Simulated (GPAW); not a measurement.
## BiTe in GPAW: the effect of strain biaxial xy

BiTe:

```
Bi Te
1.0
     2.32580    1.34280    3.31729
    -2.32580    1.34280    3.31729
     0.00000   -2.68560    3.31729
Bi Te
1 1
Direct
  0.50000 0.50000 0.50000
  0.00000 0.00000 0.00000
```

The cell comes from a database or a generator and needn't be the stable form of this composition.

Alike in all runs:

```yaml
Program: GPAW 26.7.0
Task: single point
Functional: PBEsol
Potentials_or_basis: PAW data sets generated in the run's folder for this functional
Cutoff: 600 eV
Basis: pw
k_mesh: 7 × 7 × 7
Occupations: fermi-dirac, width 0.05 eV
Spin: no spin polarisation
Maxiter: 150
```

```csv
strain biaxial xy,pressure (GPa)
-0.04,2.3
-0.02,-0.4
-0.01,-1.5
0,-2.5
0.01,-3.4
0.02,?
0.04,-5.6
```

What does the run with strain biaxial xy 0.02 give?

Pressure -4.3 GPa.

Worked out: A parabola through the other rows of the pressure, of slope -76.6 GPa per unit of strain biaxial xy there, gives -4.3 GPa, against the run's -4.3.

Caveats: the density grid can change from cell to cell, which puts small steps into energies and stress.

Runs at the PBE level aren't shown here.
